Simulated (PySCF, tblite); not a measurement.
# C7H14O: changes of charge, part 2 of 2

tblite 0.8.0 and PySCF 2.14.0. Atoms count from 0. The steps go on from the part before.

## 8. Single point (C7H14O): PBE0-D3(BJ)/ma-def2-SVP

Geometry: GFN2-xTB, that of another charge or spin state.

The job: settings as JSON, then the geometry in Å.

```
{"job": {"kind": "sp", "xc": "PBE0", "basis": "ma-def2-SVP", "d3": "d3bj", "grid": 2}, "charge": 0, "multiplicity": 1}
C      3.388213    -0.733916     0.594719
C      2.295816    -1.176905    -0.374929
O      1.305115    -0.167485    -0.458867
C      0.105362    -0.352113    -0.003610
C     -0.842848     0.666972    -0.019858
C     -0.524438     1.993059    -0.562373
C     -2.207253     0.384184     0.474520
C     -3.007510    -0.376317    -0.605937
H      3.792727     0.229578     0.297150
H      2.990504    -0.654998     1.603737
H      4.188355    -1.467540     0.586886
H      2.718397    -1.266762    -1.381930
H      1.855830    -2.132109    -0.070208
H     -0.156749    -1.326899     0.407541
H     -0.615164     2.747140     0.225014
H      0.471681     2.040908    -0.991824
H     -1.268168     2.280579    -1.309877
H     -2.173769    -0.247037     1.365703
H     -2.727850     1.311214     0.710785
H     -2.533386    -1.319265    -0.862747
H     -4.002586    -0.583141    -0.223785
H     -3.093924     0.228391    -1.504190
```

Log:

```text
coarse grid: 17368 points
cycle   1  E = -349.5757750803  dE =  8.237e-01  |g| = 5.739e-01  |ddm| = 5.611e+00
cycle   2  E = -349.5340793079  dE =  4.170e-02  |g| = 7.361e-01  |ddm| = 3.259e+00
cycle   3  E = -349.6541458481  dE = -1.201e-01  |g| = 7.843e-02  |ddm| = 2.312e+00
cycle   4  E = -349.6552373045  dE = -1.091e-03  |g| = 3.178e-02  |ddm| = 1.204e-01
cycle   5  E = -349.6554639905  dE = -2.267e-04  |g| = 8.952e-03  |ddm| = 6.081e-02
cycle   6  E = -349.6554769110  dE = -1.292e-05  |g| = 5.422e-03  |ddm| = 1.856e-02
cycle   7  E = -349.6554838453  dE = -6.934e-06  |g| = 3.950e-04  |ddm| = 7.803e-03
final grid: 164872 points
cycle   8  E = -349.7128747176  dE = -4.013e-05  |g| = 1.139e-02  |ddm| = 1.158e-01
cycle   9  E = -349.7128465767  dE =  2.814e-05  |g| = 1.631e-02  |ddm| = 3.343e-02
cycle  10  E = -349.7129026263  dE = -5.605e-05  |g| = 3.110e-03  |ddm| = 2.435e-02
cycle  11  E = -349.7129050297  dE = -2.403e-06  |g| = 2.871e-04  |ddm| = 4.585e-03
cycle  12  E = -349.7129050451  dE = -1.534e-08  |g| = 1.480e-04  |ddm| = 7.589e-04
cycle  13  E = -349.7129050502  dE = -5.112e-09  |g| = 2.020e-05  |ddm| = 3.096e-04
converged SCF energy = -349.7129050502
```

Wall time 28 s (1 thread of Intel Xeon at 2.70GHz, shared host); peak memory 0.7 GiB.

## 9. Single point (C₇H₁₄O+ (doublet), CCO[CH][C+](C)CC): PBE0-D3(BJ)/ma-def2-SVP

Geometry: GFN2-xTB.

Settings changed since step 8:

```diff
@@ -1,2 +1,2 @@
-{"job": {"kind": "sp", "xc": "PBE0", "basis": "ma-def2-SVP", "d3": "d3bj", "grid": 2}, "charge": 0, "multiplicity": 1}
+{"job": {"kind": "sp", "xc": "PBE0", "basis": "ma-def2-SVP", "d3": "d3bj", "grid": 2}, "charge": 1, "multiplicity": 2}
 C      3.388213    -0.733916     0.594719
```

Log:

```text
final grid: 164872 points
cycle   1  E = -349.3894470814  dE =  1.127e-02  |g| = 3.330e-01  |ddm| = 1.492e+00
cycle   2  E = -349.3637952039  dE =  2.565e-02  |g| = 4.082e-01  |ddm| = 1.399e+00
cycle   3  E = -349.4493709802  dE = -8.558e-02  |g| = 3.281e-02  |ddm| = 7.772e-01
cycle   4  E = -349.4497579665  dE = -3.870e-04  |g| = 1.748e-02  |ddm| = 6.683e-02
cycle   5  E = -349.4498629113  dE = -1.049e-04  |g| = 6.822e-03  |ddm| = 2.420e-02
cycle   6  E = -349.4498872639  dE = -2.435e-05  |g| = 1.335e-03  |ddm| = 9.615e-03
cycle   7  E = -349.4498891956  dE = -1.932e-06  |g| = 6.033e-04  |ddm| = 4.178e-03
cycle   8  E = -349.4498895391  dE = -3.436e-07  |g| = 3.337e-04  |ddm| = 1.714e-03
cycle   9  E = -349.4498896164  dE = -7.725e-08  |g| = 1.109e-04  |ddm| = 8.063e-04
cycle  10  E = -349.4498896270  dE = -1.065e-08  |g| = 4.851e-05  |ddm| = 3.510e-04
cycle  11  E = -349.4498896287  dE = -1.677e-09  |g| = 1.546e-05  |ddm| = 1.084e-04
converged SCF energy = -349.4498896287
```

Run time: 57 s. Hardware: 1 thread of Intel Xeon at 2.70GHz, shared host; peak memory 0.74 GiB.

## 10. Single point (C7H14O− (doublet)): PBE0-D3(BJ)/ma-def2-SVP

Geometry: GFN2-xTB, that of another charge or spin state.

The job: settings as JSON, then the geometry in Å.

```
{"job": {"kind": "sp", "xc": "PBE0", "basis": "ma-def2-SVP", "d3": "d3bj", "grid": 2}, "charge": -1, "multiplicity": 2}
C      3.696585    -0.670325     0.093149
C      2.275631    -1.192133     0.232446
O      1.387499    -0.109043     0.064059
C      0.064519    -0.390209     0.273892
C     -0.899682     0.509737     0.108470
C     -0.609327     1.911454    -0.336881
C     -2.339579     0.145242     0.343576
C     -3.093313    -0.085378    -0.968061
H      3.829231    -0.214898    -0.884317
H      3.890318     0.081503     0.853390
H      4.404075    -1.486612     0.207342
H      2.077730    -1.962516    -0.528903
H      2.134522    -1.646967     1.224470
H     -0.156535    -1.401853     0.598576
H     -1.042415     2.627711     0.360835
H      0.463484     2.068505    -0.388884
H     -1.038934     2.100334    -1.320379
H     -2.394443    -0.762938     0.947159
H     -2.829265     0.949801     0.897676
H     -2.627207    -0.890132    -1.531795
H     -4.128097    -0.355312    -0.768124
H     -3.085618     0.812798    -1.580080
```

Log:

```text
final grid: 164872 points
cycle   1  E = -349.6788858973  dE = -2.718e-03  |g| = 5.352e-02  |ddm| = 2.887e+02
cycle   2  E = -349.6783192755  dE =  5.666e-04  |g| = 6.636e-02  |ddm| = 9.089e+01
cycle   3  E = -349.6809114489  dE = -2.592e-03  |g| = 1.282e-02  |ddm| = 3.128e+01
cycle   4  E = -349.6810184344  dE = -1.070e-04  |g| = 2.888e-03  |ddm| = 1.509e+01
cycle   5  E = -349.6810495510  dE = -3.112e-05  |g| = 1.622e-03  |ddm| = 2.005e+01
cycle   6  E = -349.6810665270  dE = -1.698e-05  |g| = 9.287e-04  |ddm| = 1.617e+01
cycle   7  E = -349.6810731596  dE = -6.633e-06  |g| = 4.997e-04  |ddm| = 9.142e+00
cycle   8  E = -349.6810759683  dE = -2.809e-06  |g| = 2.540e-04  |ddm| = 6.403e+00
cycle   9  E = -349.6810765912  dE = -6.229e-07  |g| = 1.573e-04  |ddm| = 2.896e+00
cycle  10  E = -349.6810767583  dE = -1.671e-07  |g| = 7.304e-05  |ddm| = 1.448e+00
cycle  11  E = -349.6810768103  dE = -5.202e-08  |g| = 5.190e-05  |ddm| = 9.085e-01
cycle  12  E = -349.6810768285  dE = -1.821e-08  |g| = 2.876e-05  |ddm| = 6.177e-01
cycle  13  E = -349.6810768323  dE = -3.852e-09  |g| = 1.357e-05  |ddm| = 2.134e-01
converged SCF energy = -349.6810768323
```

Wall time 71 s (1 thread of Intel Xeon at 2.70GHz, shared host); peak memory 0.74 GiB.

## 11. Changes of charge: PBE0-D3(BJ)/ma-def2-SVP

This step combines the energies above: geometries from GFN2-xTB, zero-point and thermal terms from GFN2-xTB.

Settings changed since step 10:

```diff
@@ -1,2 +1,2 @@
-{"job": {"kind": "sp", "xc": "PBE0", "basis": "ma-def2-SVP", "d3": "d3bj", "grid": 2}, "charge": -1, "multiplicity": 2}
+{"job": {"kind": "rx", "dirs": [1, -1], "level": {"xc": "PBE0", "basis": "ma-def2-SVP", "d3": "d3bj"}}, "charge": 0, "multiplicity": 1}
 C      3.696585    -0.670325     0.093149
```

Output (the driver's rows laid out field by field):

```text
ionisation and electron attachment, PBE0-D3(BJ)/ma-def2-SVP // GFN2-xTB

row 1
  change                  oxidation
  charge                  1
  multiplicity            2
  vertical_ev             7.8477
  vertical_s2             0.755
  formula                 C7H14O
  smiles                  CCO[CH][C+](C)CC
  kept                    yes
  pieces                  1
  point_group             C1
  adiabatic_electronic_ev 7.4801
  adiabatic_ev            7.4287
  free_energy_ev          7.4221
  s2                      0.754
  bonds_moved             2 3 1.369 1.296; 3 4 1.329 1.392; 4 5 1.499 1.468; 4 6 1.504 1.479
  spin_on                 4 C 0.419; 2 O 0.258; 3 C 0.212
  charge_moved            4 C 0.201; 2 O 0.19; 3 C 0.141
  vertical_back_ev        7.157
  relaxation_parent_ev    0.3231
  relaxation_ion_ev       0.3676
  reorganisation_ev       0.6907

row 2
  change                  reduction
  charge                  -1
  multiplicity            2
  vertical_ev             -1.1892
  vertical_s2             0.75
  unbound                 yes
```

It took 4.4 min on 1 thread of Intel Xeon at 2.70GHz, shared host; peak memory 0.74 GiB.

Energy taken up on oxidation, or given off on reduction (eV; adiabatic with zero-point energy):

| change | product | vertical | adiabatic | free energy | reorganisation | ⟨S²⟩ |
| --- | --- | --- | --- | --- | --- | --- |
| oxidation (multiplicity 2) | CCO[CH][C+](C)CC | 7.85 | 7.43 | 7.42 | 0.69 | 0.75 |
| reduction (multiplicity 2) | – | -1.19 | – | – | – | – |

On oxidation to multiplicity 2 charge changes most on C4 (+0.20 e), O2 (+0.19 e), C3 (+0.14 e); the spin sits on C4 (0.42), O2 (0.26), C3 (0.21); the bond O2–C3 goes from 1.369 to 1.296 Å.

## 12. Results

What follows sums up all 2 parts.

| quantity | value |
| --- | --- |
| strongest single infrared mode (GFN2-xTB) | 1177 cm⁻¹, 345 km/mol |
| zero-point energy (GFN2-xTB) | 121.6 kcal/mol |
| ionisation energy (PBE0-D3(BJ)/ma-def2-SVP) | vertical 7.85 eV, adiabatic 7.43 eV |
| electron affinity (PBE0-D3(BJ)/ma-def2-SVP) | vertical -1.19 eV (unbound: the value hangs on the basis) |

**Reading.** All 60 modes are real, so the xTB geometry is a minimum. The strongest single mode, at 1177 cm⁻¹, is spread over many atoms; the largest shares are those of O2, C3. Unscaled tight-binding wavenumbers are off by several per cent, some by more. Its intensities can rank the bands wrongly. At PBE0-D3(BJ)/ma-def2-SVP, relaxation with the zero-point term after oxidation moves the energy taken up from 7.85 eV (vertical) to 7.43 eV (adiabatic, with zero-point energy).
